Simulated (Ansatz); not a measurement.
# InNH4 (SMILES [NH2][InH2]): r2SCAN0/def2-SVP (core potential)

Aim: the energy change on altering one bond length of InNH4 at r2SCAN0/def2-SVP (core potential), from 2 runs. 

The results are computed with Ansatz 0.2.0.

47 further runs of the same task are left out: 47 set aside as unsound or not needed.

## 1. Starting point

The species is InNH4 (6 atoms), meant as a singlet with charge 0. As SMILES, `[NH2][InH2]`. Geometry: relaxed at PBE0-D4/def2-TZVP.

Bond lengths: N1–In2 2.007 Å, N1–H3 1.006 Å, N1–H4 1.006 Å, In2–H5 1.712 Å, In2–H6 1.712 Å. Angles: N1–In2–H5 115.0°, N1–In2–H6 115.0°, In2–N1–H3 124.3°, In2–N1–H4 124.3°, H5–In2–H6 130.0°, H3–N1–H4 111.3°.

## 2. A single-point energy at r2SCAN0/def2-SVP (core potential)

in.yaml reads:

```yaml
basis:
  gaussian:
    orbitals: def2-SVP
crystal:
  periodic: [false, false, false]
  atoms:
    - symbol: "N"
      position_ang: [-0.092200, -1.060500, 0.036600]
    - symbol: In
      position_ang: [0.095300, 0.935900, -0.048300]
    - symbol: H
      position_ang: [-0.598000, -1.552900, 0.753400]
    - symbol: H
      position_ang: [0.311900, -1.697300, -0.629300]
    - symbol: H
      position_ang: [1.012500, 1.520500, -1.370700]
    - symbol: H
      position_ang: [-0.687400, 1.790300, 1.212100]
output: {orbitals: {seedname: orbitals}}
hamiltonian:
  xc: {name: r2SCAN0}
accuracy: high
```

Command:

```console
$ ansatz run in.yaml --threads 1 --pin off --max-ram 3480MiB --events-out events.jsonl --progress --plain --runs-dir runs
```

What it wrote:

```text
Warning: RAYON_NUM_THREADS=1 ignored (pool sized by the plan → 1); use --threads N
Functional definition: r2SCAN0
  name "r2SCAN0"
  parameter a = 0.25
  parameter k0 = 0.174
  parameter k1 = 0.065
  parameter a1 = 4.9479
  exchange = (1 - a)*r2scan_x(k0 = k0, k1 = k1, a1 = a1) + a*exact_x
  correlation = r2scan_c
1456 factors; integrals over basis functions are off by at most 3.0e-9 eV
mean field evaluation 1: about -6721.0547 eV, gradient 5.3e1 eV
mean field evaluation 2: about -6695.1460 eV, gradient 1.0e2 eV
mean field evaluation 4: about -6726.9535 eV, gradient 1.1e0 eV
mean field evaluation 8: about -6726.9595 eV, gradient 1.3e-2 eV
mean field evaluation 16: about -6726.9595 eV, gradient 1.4e-7 eV
mean field -6726.95952372 eV, -247.2112027999 hartree, gradient 2.3e-8 eV, S^2 0.000000; 0 other end points of the search recorded, 0 dependent functions left out
reference -6726.95952452 eV, -247.2112028291 hartree; 16, 16 occupied and 44, 44 virtual orbitals, 1456 factors
Total energy: -6726.95952452 eV, -247.2112028291 hartree
```

Wall time 12 s (1 thread of Arm Neoverse N1, shared host); peak memory 0.22 GiB.

## 3. The distorted shape at the same level

input.yaml reads:

```yaml
crystal:
  periodic: [false, false, false]
  atoms:
    - symbol: "N"
      position_ang: [-0.152810, -0.964988, 0.136476]
    - symbol: In
      position_ang: [0.034690, 1.031412, 0.051576]
    - symbol: H
      position_ang: [-0.658610, -1.457388, 0.853276]
    - symbol: H
      position_ang: [0.311900, -1.697300, -0.629300]
    - symbol: H
      position_ang: [0.951890, 1.616012, -1.270824]
    - symbol: H
      position_ang: [-0.748010, 1.885812, 1.311976]
basis:
  gaussian:
    orbitals: def2-SVP
hamiltonian:
  xc: {name: r2SCAN0}
output:
  orbitals: {seedname: orbitals}
accuracy: high
```

Command:

```console
$ ansatz run input.yaml --threads 1 --pin off --max-ram 3480MiB --events-out events.jsonl --progress --plain --runs-dir runs
```

What it wrote (excerpt; [...] marks lines left out):

```text
Warning: RAYON_NUM_THREADS=1 ignored (pool sized by the plan → 1); use --threads N
[... 8 set-up lines as earlier in the session ...]
1460 factors; integrals over basis functions are off by at most 3.3e-9 eV
mean field evaluation 1: about -6720.8880 eV, gradient 5.1e1 eV
mean field evaluation 2: about -6694.7990 eV, gradient 1.0e2 eV
mean field evaluation 4: about -6726.5628 eV, gradient 1.2e0 eV
mean field evaluation 8: about -6726.5699 eV, gradient 1.6e-2 eV
mean field evaluation 16: about -6726.5699 eV, gradient 7.6e-7 eV
mean field -6726.56991292 eV, -247.1968848669 hartree, gradient 2.6e-8 eV, S^2 0.000000; 0 other end points of the search recorded, 0 dependent functions left out
reference -6726.56991371 eV, -247.1968848959 hartree; 16, 16 occupied and 44, 44 virtual orbitals, 1460 factors
Total energy: -6726.56991371 eV, -247.1968848959 hartree
```

It took 12 s on 1 thread of Arm Neoverse N1, shared host; peak memory 0.22 GiB.

## 4. Outcome

At r2SCAN0/def2-SVP (core potential):

| quantity | value |
| --- | --- |
| first shape: total energy | -247.21120 Eh |
| first shape: HOMO energy | -6.94 eV |
| first shape: LUMO energy | -0.76 eV |
| first shape: HOMO–LUMO gap | 6.19 eV |
| distorted shape: total energy | -247.19688 Eh |
| distorted shape: HOMO energy | -6.88 eV |
| distorted shape: LUMO energy | -0.74 eV |
| distorted shape: HOMO–LUMO gap | 6.14 eV |
| energy change with the N1–H4 bond stretched from 1.006 to 1.157 Å | 0.390 eV |

With the N1–H4 bond stretched from 1.006 to 1.157 Å the energy rises by 0.39 eV (9.0 kcal/mol). The first shape isn't relaxed at this level, so the change isn't measured from a minimum.
